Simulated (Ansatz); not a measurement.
# Ba2Tl5V3O12 (P-4) in Ansatz: convergence with wavefunction cutoff

Aim: find how far wavefunction cutoff must go before the results for Ba2Tl5V3O12 settle, at PBE. This setting moves, with any that are tied to it; all else stays.

All numbers are computed with Ansatz 0.2.0; they aren't measurements. Logs are shortened: lines on timing, memory, paths and dates and some standing lists are left out, and cuts for length are marked.

### 1 The structure

It takes space group P-4 (No. 81, tetragonal). Conventional cell: a = 6.545 Å, b = 6.545 Å, c = 13.575 Å, α = 90.00°, β = 90.00°, γ = 90.00°. Ba (site symmetry 2) has 8 O at 2.82 to 2.88 Å as nearest neighbours. Around V (site symmetry -4) lie 4 O at 1.73 Å. V (site symmetry -4) is surrounded by 4 O at 1.74 Å. V (site symmetry -4) is surrounded by 4 O at 1.73 Å. Tl (site symmetry 2) has 4 O at 2.65 to 2.67 Å as nearest neighbours. Tl (site symmetry 2) is surrounded by 4 O at 2.69 Å. Tl (site symmetry -4) is surrounded by 4 O at 3.29 Å and 4 Tl at 3.30 Å. Around O (site symmetry 1) lie 1 V at 1.73 Å.

The cell was built by a generator and needn't be a form met in nature.

### 2 With wavefunction cutoff 200 eV

Input file input.yaml:

```yaml
crystal:
  lattice:
    - [6.54548, 0.0, 0.0]
    - [0.0, 6.54548, 0.0]
    - [0.0, 0.0, 13.57484]
  atoms:
    - { symbol: Ba, position: [0.5, 0.0, 0.56322] }
    - { symbol: Ba, position: [0.0, 0.5, 0.43678] }
    - { symbol: V, position: [0.0, 0.0, 0.5], spin: 2.0 }
    - { symbol: V, position: [0.0, 0.0, 0.0], spin: 2.0 }
    - { symbol: V, position: [0.5, 0.5, 0.5], spin: 2.0 }
    - { symbol: Tl, position: [0.5, 0.0, 0.0298] }
    - { symbol: Tl, position: [0.0, 0.5, 0.6884] }
    - { symbol: Tl, position: [0.0, 0.5, 0.9702] }
    - { symbol: Tl, position: [0.5, 0.0, 0.3116] }
    - { symbol: Tl, position: [0.5, 0.5, 0.0] }
    - { symbol: O, position: [0.81622, 0.88853, 0.42632] }
    - { symbol: O, position: [0.88853, 0.18378, 0.57368] }
    - { symbol: O, position: [0.11147, 0.81622, 0.57368] }
    - { symbol: O, position: [0.18378, 0.11147, 0.42632] }
    - { symbol: O, position: [0.82276, 0.85849, 0.933] }
    - { symbol: O, position: [0.85849, 0.17724, 0.067] }
    - { symbol: O, position: [0.14151, 0.82276, 0.067] }
    - { symbol: O, position: [0.17724, 0.14151, 0.933] }
    - { symbol: O, position: [0.68323, 0.61113, 0.5741] }
    - { symbol: O, position: [0.61113, 0.31677, 0.4259] }
    - { symbol: O, position: [0.38887, 0.68323, 0.4259] }
    - { symbol: O, position: [0.31677, 0.38887, 0.5741] }
hamiltonian:
  xc: pbe
  pseudopotentials: { kind: paw }
magnetization:
  spin_polarized: true
kpoints:
  mp_grid: { grid: [3, 3, 2] }
scf:
  occupations: { method: fermi_dirac, width: 0.05 }
output:
  forces: true
  stress: true
  eigenvalues: true
basis:
  ecutwfc: "200 eV"
```

Potentials or basis: Ansatz PAW.

Command:

```sh
> ansatz run input.yaml --threads 8 --pin off --max-ram 20480MiB --backend cpu --events-out ev --progress --plain --runs-dir out
```

Output:

```text
Warning: basis.ecutwfc = 200 eV is below the records' recommended 420 eV, and the density's cutoff is lower with it unless basis.ecutrho_ratio is high enough to keep the records' density cutoff: compare with a run at a higher cutoff
Warning: RAYON_NUM_THREADS=8 ignored (pool sized by the plan → 8); use --threads N
Engine: ansatz 0.2.0, aarch64-unknown-linux-gnu
Pseudopotentials: kind: paw
Pseudopotential: Ba, paw, valence charge 10, recommended cutoff 420 eV (normal), Ba.paw.azcp
[... 103 lines left out ...]
  P = ⅓ Tr σ = 4.0888 GPa (40.888 kbar)
--- Band table (eV; the first three rows and the last of 12) ---
  k-point 0 ↑: bands = ["-62.9629", "-62.1781", "-62.1484", "-36.2758", "-36.2758", "-36.2039", "-35.5116", "-35.5116", "-35.4660", "-35.4660", "-35.4439", "-35.3928", "-22.1454", "-22.1148", "-15.1133", "-14.6805", "-14.6051", "-14.6051", "-14.3585", "-14.0290", "-13.9628", "-13.9628", "-13.8434", "-13.7891", "-13.7360", "-13.7360", "-9.8666", "-9.7752", "-9.7007", "-9.7007", "-9.6596", "-8.4028", "-8.2533", "-8.2533", "-8.2235", "-8.1522", "-8.1121", "-8.0804", "-8.0794", "-8.0298", "-8.0298", "-7.7559", "-7.7125", "-7.4709", "-7.4709", "-7.3392", "-7.3392", "-7.2692", "-7.2380", "-7.2333", "-7.2333", "-7.2248", "-7.2048", "-7.2002", "-7.2002", "-7.1990", "-7.1413", "-3.7944", "-2.8325", "-1.4568", "-1.4167", "-0.5769", "-0.5733", "-0.5733", "-0.2912", "0.1025", "0.1928", "0.3027", "0.3027", "0.3531", "0.4382", "0.5510", "0.7166", "0.7166", "0.8133", "0.8149", "0.8320", "0.8320", "0.9099", "1.0049", "1.4322", "1.5697", "1.6707", "1.6707", "1.7449", "1.8202", "1.8595", "1.8595", "1.8872", "1.8872", "2.0162", "2.3426", "2.3426", "2.4318", "2.5624", "2.6196", "3.0553", "3.0553", "4.1429", "4.1429", "4.5382", "6.2074", "6.5154", "6.6615", "7.0162", "7.0567", "7.1850", "7.3511", "7.3636", "7.3636", "7.6123", "7.8106", "7.8106", "7.8298", "7.9738", "7.9738", "8.0708", "8.3749", "8.4208", "8.7942", "8.7942", "8.9728", "8.9969"]
  k-point 1 ↑: bands = ["-62.9648", "-62.1797", "-62.1498", "-36.2701", "-36.2701", "-36.2279", "-35.4985", "-35.4985", "-35.4702", "-35.4702", "-35.4617", "-35.4265", "-22.1471", "-22.1159", "-15.1162", "-14.6912", "-14.6038", "-14.6038", "-14.3610", "-14.0330", "-13.9580", "-13.9580", "-13.8506", "-13.7930", "-13.7398", "-13.7398", "-9.8548", "-9.7826", "-9.7161", "-9.7161", "-9.6538", "-8.3861", "-8.2693", "-8.2693", "-8.2412", "-8.1316", "-8.1160", "-8.0852", "-8.0601", "-8.0499", "-8.0499", "-7.7632", "-7.7130", "-7.4778", "-7.4778", "-7.3407", "-7.3407", "-7.2568", "-7.2568", "-7.2514", "-7.2403", "-7.2156", "-7.2020", "-7.2020", "-7.1938", "-7.1905", "-7.1627", "-3.7936", "-2.8257", "-1.4882", "-1.4001", "-0.5991", "-0.5991", "-0.5856", "-0.3364", "0.0920", "0.1873", "0.2608", "0.2608", "0.3460", "0.3896", "0.5387", "0.7458", "0.7458", "0.7821", "0.7991", "0.8006", "0.8006", "0.8958", "1.0219", "1.5629", "1.5681", "1.6439", "1.6439", "1.6549", "1.7822", "1.8642", "1.8642", "1.8906", "1.8906", "2.0059", "2.3469", "2.3469", "2.4369", "2.5362", "2.6180", "3.0600", "3.0600", "4.1504", "4.1504", "4.5969", "6.0062", "6.5671", "6.6840", "7.0639", "7.1756", "7.2582", "7.3475", "7.3632", "7.3632", "7.3720", "7.8213", "7.8213", "7.8499", "7.9610", "7.9610", "8.0270", "8.3345", "8.3757", "8.7934", "8.7934", "8.7935", "9.0470"]
  k-point 2 ↑: bands = ["-62.9644", "-62.1795", "-62.1506", "-36.2740", "-36.2615", "-36.2353", "-35.5054", "-35.4977", "-35.4695", "-35.4673", "-35.4513", "-35.4342", "-22.1425", "-22.1188", "-15.0950", "-14.6862", "-14.6267", "-14.6058", "-14.3495", "-14.2154", "-13.9186", "-13.8581", "-13.8405", "-13.7793", "-13.7601", "-13.7215", "-9.8302", "-9.7579", "-9.7295", "-9.7175", "-9.6447", "-8.3663", "-8.3112", "-8.2739", "-8.2592", "-8.1581", "-8.1080", "-8.0991", "-8.0789", "-8.0313", "-8.0121", "-7.7657", "-7.7324", "-7.4340", "-7.4071", "-7.3619", "-7.3327", "-7.2884", "-7.2721", "-7.2623", "-7.2558", "-7.2187", "-7.2116", "-7.2068", "-7.1904", "-7.1697", "-7.1627", "-3.7759", "-2.7499", "-1.4984", "-1.4239", "-1.2463", "-0.5457", "-0.4290", "-0.2661", "0.1307", "0.1432", "0.1959", "0.2813", "0.2979", "0.4285", "0.5005", "0.6137", "0.6557", "0.6708", "0.6817", "0.7776", "0.8349", "0.9210", "1.0993", "1.2182", "1.3092", "1.6209", "1.7455", "1.8187", "1.8381", "1.9138", "2.0005", "2.0215", "2.1493", "2.2269", "2.2430", "2.4983", "2.5703", "2.6155", "2.7968", "2.8881", "3.0349", "4.2222", "4.5970", "5.5156", "6.2229", "6.3954", "6.5012", "6.7335", "6.8978", "6.9617", "7.1320", "7.1901", "7.4640", "7.4937", "7.5906", "7.6868", "7.8415", "7.9679", "8.2222", "8.2884", "8.3140", "8.4061", "8.5454", "8.6500", "8.8769", "9.0322"]
  k-point 5 ↓: bands = ["-62.9592", "-62.1740", "-62.1454", "-36.2528", "-36.2522", "-36.2242", "-35.4836", "-35.4814", "-35.4617", "-35.4527", "-35.4516", "-35.4184", "-22.1345", "-22.1179", "-15.0743", "-14.6813", "-14.6255", "-14.6213", "-14.3500", "-14.2834", "-13.9356", "-13.8938", "-13.7912", "-13.7644", "-13.7124", "-13.6916", "-9.7538", "-9.7506", "-9.7189", "-9.7063", "-9.6528", "-8.3386", "-8.3182", "-8.2709", "-8.2540", "-8.1321", "-8.1218", "-8.0844", "-8.0548", "-8.0378", "-8.0089", "-7.7474", "-7.7343", "-7.5083", "-7.4667", "-7.2917", "-7.2882", "-7.2728", "-7.2610", "-7.2508", "-7.2378", "-7.2091", "-7.1999", "-7.1859", "-7.1661", "-7.1572", "-7.1479", "-3.6077", "-2.7197", "-2.1171", "-1.3910", "-1.3857", "-0.8011", "-0.2658", "-0.1689", "0.1290", "0.1333", "0.1953", "0.2395", "0.3506", "0.4199", "0.4906", "0.5809", "0.5921", "0.7801", "0.8035", "0.9053", "0.9218", "1.0692", "1.1001", "1.1935", "1.5947", "1.7282", "1.7848", "1.8671", "1.9166", "1.9913", "2.0090", "2.0289", "2.1333", "2.1866", "2.2103", "2.4170", "2.5650", "2.5977", "2.7090", "3.1265", "3.2281", "4.6286", "5.5119", "5.7996", "6.2320", "6.3483", "6.4810", "6.6405", "6.8943", "6.9646", "6.9805", "7.0101", "7.1595", "7.2862", "7.5065", "7.6859", "7.7316", "7.8751", "8.0883", "8.0960", "8.2174", "8.3072", "8.3649", "8.5482", "8.8742", "9.0450"]
```

Wall time 7.2 s (8 threads of Arm Neoverse V2, shared host); peak memory 1.2 GiB.

Results:

```
Free energy            : -84554.5982 eV
Pressure               : 4.1 GPa
Largest force          : 2.592 eV/Å
Band gap on the k mesh : 0.91 eV, indirect (least direct gap 1.09 eV)
Net moment             : 0.00 μB per cell
Absolute moment        : 0.00 μB per cell
```

### 3 With wavefunction cutoff 250 eV

Edit input.yaml of step 2 so:

```diff
@@ -42,2 +42,2 @@
 basis:
-  ecutwfc: "200 eV"
+  ecutwfc: "250 eV"
```

Potentials or basis: Ansatz PAW.

Command:

```sh
> ansatz run input.yaml --threads 8 --pin off --max-ram 20480MiB --backend cpu --events-out ev --progress --plain --runs-dir out
```

Run time: 9.5 s. Hardware: 8 threads of Arm Neoverse V2, shared host; peak memory 1.5 GiB.

Results:

| Property | Result |
| --- | --- |
| Free energy | -84649.5857 eV |
| Pressure | 1.3 GPa |
| Largest force | 0.467 eV/Å |
| Band gap on the k mesh | 1.00 eV, indirect (least direct gap 1.18 eV) |
| Net moment | 0.00 μB per cell |
| Absolute moment | 0.00 μB per cell |

### 4 With wavefunction cutoff 300 eV

Edit input.yaml of step 3 so:

```diff
@@ -42,2 +42,2 @@
 basis:
-  ecutwfc: "250 eV"
+  ecutwfc: "300 eV"
```

Command:

```sh
> ansatz run input.yaml --threads 8 --pin off --max-ram 20480MiB --backend cpu --events-out ev --progress --plain --runs-dir out
```

Wall time 12 s (8 threads of Arm Neoverse V2, shared host); peak memory 1.8 GiB.

What came out:

```yaml
Free_energy: -84672.3836 eV
Pressure: -0.1 GPa
Largest_force: 0.043 eV/Å
Band_gap_on_the_k_mesh: 0.99 eV, indirect (least direct gap 1.17 eV)
Net_moment: 0.00 μB per cell
Absolute_moment: 0.00 μB per cell
```

### 5 With wavefunction cutoff 350 eV

Edit input.yaml of step 4 so:

```diff
@@ -42,2 +42,2 @@
 basis:
-  ecutwfc: "300 eV"
+  ecutwfc: "350 eV"
```

Command:

```sh
> ansatz run input.yaml --threads 8 --pin off --max-ram 20480MiB --backend cpu --events-out ev --progress --plain --runs-dir out
```

Wall time 16 s (8 threads of Arm Neoverse V2, shared host); peak memory 2.2 GiB.

What came out:

```
Free energy            : -84677.2751 eV
Pressure               : -0.1 GPa
Largest force          : 0.020 eV/Å
Band gap on the k mesh : 1.00 eV, indirect (least direct gap 1.19 eV)
Net moment             : 0.00 μB per cell
Absolute moment        : 0.00 μB per cell
```

### 6 With wavefunction cutoff 400 eV

Edit input.yaml of step 5 so:

```diff
@@ -42,2 +42,2 @@
 basis:
-  ecutwfc: "350 eV"
+  ecutwfc: "400 eV"
```

Potentials or basis: Ansatz PAW.

Command:

```sh
> ansatz run input.yaml --threads 8 --pin off --max-ram 20480MiB --backend cpu --events-out ev --progress --plain --runs-dir out
```

Run time: 19 s. Hardware: 8 threads of Arm Neoverse V2, shared host; peak memory 2.6 GiB.

The run converged. Its results:

```
Free energy            : -84678.2611 eV
Pressure               : 0.0 GPa
Largest force          : 0.005 eV/Å
Band gap on the k mesh : 1.01 eV, indirect (least direct gap 1.19 eV)
Net moment             : 0.00 μB per cell
Absolute moment        : 0.00 μB per cell
```

### 7 With wavefunction cutoff 450 eV

Edit input.yaml of step 6 so:

```diff
@@ -42,2 +42,2 @@
 basis:
-  ecutwfc: "400 eV"
+  ecutwfc: "450 eV"
```

Command:

```sh
> ansatz run input.yaml --threads 8 --pin off --max-ram 20480MiB --backend cpu --events-out ev --progress --plain --runs-dir out
```

Wall time 22 s (8 threads of Arm Neoverse V2, shared host); peak memory 3 GiB.

It converged, with:

* Free energy: -84678.4212 eV
* Pressure: 0.0 GPa
* Largest force: 0.006 eV/Å
* Band gap on the k mesh: 1.01 eV, indirect (least direct gap 1.19 eV)
* Net moment: 0.00 μB per cell
* Absolute moment: 0.00 μB per cell

### 8 With wavefunction cutoff 500 eV

Edit input.yaml of step 7 so:

```diff
@@ -42,2 +42,2 @@
 basis:
-  ecutwfc: "450 eV"
+  ecutwfc: "500 eV"
```

Command:

```sh
> ansatz run input.yaml --threads 8 --pin off --max-ram 20480MiB --backend cpu --events-out ev --progress --plain --runs-dir out
```

Run time: 26 s. Hardware: 8 threads of Arm Neoverse V2, shared host; peak memory 3.4 GiB.

It converged, with:

```
Free energy            : -84678.4390 eV
Pressure               : 0.0 GPa
Largest force          : 0.006 eV/Å
Band gap on the k mesh : 1.01 eV, indirect (least direct gap 1.19 eV)
Net moment             : 0.00 μB per cell
Absolute moment        : 0.00 μB per cell
```

### 9 With wavefunction cutoff 600 eV

Edit input.yaml of step 8 so:

```diff
@@ -42,2 +42,2 @@
 basis:
-  ecutwfc: "500 eV"
+  ecutwfc: "600 eV"
```

Potentials or basis: Ansatz PAW.

Command:

```sh
> ansatz run input.yaml --threads 8 --pin off --max-ram 20480MiB --backend cpu --events-out ev --progress --plain --runs-dir out
```

Wall time 37 s (8 threads of Arm Neoverse V2, shared host); peak memory 4.3 GiB.

The run converged. Its results:

```
Free energy            : -84678.4497 eV
Pressure               : 0.0 GPa
Largest force          : 0.006 eV/Å
Band gap on the k mesh : 1.01 eV, indirect (least direct gap 1.19 eV)
Net moment             : 0.00 μB per cell
Absolute moment        : 0.00 μB per cell
```

### 10 With wavefunction cutoff 800 eV

Edit input.yaml of step 9 so:

```diff
@@ -42,2 +42,2 @@
 basis:
-  ecutwfc: "600 eV"
+  ecutwfc: "800 eV"
```

Command:

```sh
> ansatz run input.yaml --threads 8 --pin off --max-ram 20480MiB --backend cpu --events-out ev --progress --plain --runs-dir out
```

It took 51 s on 8 threads of Arm Neoverse V2, shared host; peak memory 6.4 GiB.

The run converged. Its results:

- Free energy: -84678.4566 eV
- Pressure: 0.0 GPa
- Largest force: 0.006 eV/Å
- Band gap on the k mesh: 1.01 eV, indirect (least direct gap 1.19 eV)
- Net moment: 0.00 μB per cell
- Absolute moment: 0.00 μB per cell

### 11 Summary

```tsv
wavefunction cutoff	energy less the tightest run, at zero smearing (meV/atom)	pressure (GPa)	largest force (eV/Å)	gap on the mesh (eV)	SCF cycles	CPU time (s)	peak memory (GiB)
200 eV	5629.93	4.09	2.592	0.915	15	54	1.2
250 eV	1312.31	1.30	0.467	0.997	15	72	1.5
300 eV	276.05	-0.08	0.043	0.993	16	96	1.8
350 eV	53.71	-0.07	0.020	1.005	16	120	2.2
400 eV	8.89	-0.01	0.005	1.005	15	150	2.6
450 eV	1.61	0.00	0.006	1.006	15	170	3
500 eV	0.80	-0.01	0.006	1.006	16	200	3.4
600 eV	0.31	-0.01	0.006	1.006	16	290	4.3
800 eV	0.00	-0.01	0.006	1.006	16	400	6.4
```

Against the tightest run, the energy stays within 1 meV/atom from 500 eV on; the pressure stays within 0.1 GPa from 300 eV on; the largest force stays within 0.005 eV/Å from 400 eV on; the gap on the mesh stays within 0.01 eV from 350 eV on. The tightest run that finished is the yardstick and may itself not be fully converged.

Caveats: odd divisions of the mesh miss points on the zone boundary, where band edges often lie, so the gap on the mesh can be too wide; spin-orbit coupling is left out, which as a rule narrows the gap of such compounds by several tenths of an eV; the starting moments weren't kept.
